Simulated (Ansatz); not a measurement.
# Al9N: the cost of one run

Method: DFT PBEsol, scalar-relativistic, plane waves, PAW, in Ansatz 0.2.0.

2 further runs of the same task are left out: 2 set aside as unsound or not needed.

### 1 The starting structure

Symmetry: P6_3/mmc, No. 194, hexagonal system. The conventional cell has a = 2.827 Å, b = 2.827 Å, c = 9.186 Å, α = 90.00°, β = 90.00°, γ = 120.00°. Around Al (site symmetry -3m) lie 12 Al at 2.82 to 2.83 Å. Around Al (site symmetry -6m2) lie 12 Al at 2.82 to 2.83 Å.

As a file:

```cif
data_structure
_symmetry_space_group_name_H-M 'P6_3/mmc'
_symmetry_Int_Tables_number 194
_cell_length_a 2.8271
_cell_length_b 2.8271
_cell_length_c 9.1860
_cell_angle_alpha 90.000
_cell_angle_beta 90.000
_cell_angle_gamma 120.000
_cell_volume 63.58
loop_
_atom_site_label
_atom_site_type_symbol
_atom_site_symmetry_multiplicity
_atom_site_Wyckoff_symbol
_atom_site_fract_x
_atom_site_fract_y
_atom_site_fract_z
_atom_site_occupancy
Al1 Al 2 a 0.00000 0.00000 0.00000 1
Al2 Al 2 c 0.33333 0.66667 0.25000 1
```

The structure comes from the Materials Project (structure only).

### 8 Setting up the map

Atoms count from 1 in the order of the input.

N is moved over the surface cell; relaxed at each place: the height of the adsorbate's atoms; substrate rigid; the origin of the map has the adsorbate above Al9.

First coordinate, position of N10 along the first surface vector, from above Al9: 6 values from 0.000 to 0.833, periodic. Second coordinate, position of N10 along the second surface vector, from above Al9: 6 values from 0.000 to 0.833, periodic.

Relaxed at each point: the height of the adsorbate's atoms; substrate rigid. Points are written as (first, second).

The two vectors of the plane (Å): (2.836, 0.000, 0.000); (-1.418, 2.456, 0.000).

(The set-up runs are not shown.)

### 9 Grid point (0/6, 0/6) of the map's two axes

The input, input.yaml:

```yaml
crystal:
  lattice:
    - [2.8360890834, 0.0, 0.0]
    - [-1.4180445417, 2.4561251936, 0.0]
    - [0.0, 0.0, 34.1378324787]
  atoms:
    - { symbol: Al, position: [0.3333333333, 0.6666666667, 0.1171720554] }
    - { symbol: Al, position: [0.0, 0.0, 0.1854391565] }
    - { symbol: Al, position: [0.6666666667, 0.3333333333, 0.2537062577] }
    - { symbol: Al, position: [0.0, 0.0, 0.3219733588] }
    - { symbol: Al, position: [0.3333333333, 0.6666666667, 0.3896661213] }
    - { symbol: Al, position: [0.0, 0.0, 0.4573304602] }
    - { symbol: Al, position: [0.6666666667, 0.3333333333, 0.5260691494] }
    - { symbol: Al, position: [0.0, 0.0, 0.594177494] }
    - { symbol: Al, position: [0.3333333333, 0.6666666667, 0.6631303406] }
    - { symbol: "N", position: [0.3333333333, 0.6666666667, 0.7193729272] }
basis:
  ecutwfc: 420
kpoints:
  mp_grid: { grid: [12, 12, 1] }
hamiltonian:
  xc: pbesol
  pseudopotentials: { kind: paw, azcp: { folder: soft_1 } }
scf:
  occupations: { method: gaussian, width: 0.1 }
output:
  forces: true
  eigenvalues: true
relax:
  adjacent_minimum: "off"
  f_tol: 0.025
  max_steps: 16
  constraints: [{ sites: [0, 1, 2, 3, 4, 5, 6, 7, 8] }, { sites: [9], fix: xy }]
efield:
  axis: 3
  dipole_correction: true
  ramp_width: 0.04
```

Run with:

```
ansatz run input.yaml --threads 1 --pin off --max-ram 3072MiB --backend cpu --events-out ev --progress --plain --runs-dir out
```

Q: Estimate wall time and peak memory on 1 thread of Intel Xeon Platinum 8259CL at 2.50GHz (Skylake/Cascade Lake), shared host.

About 52 s, with a peak of 0.5 GiB.
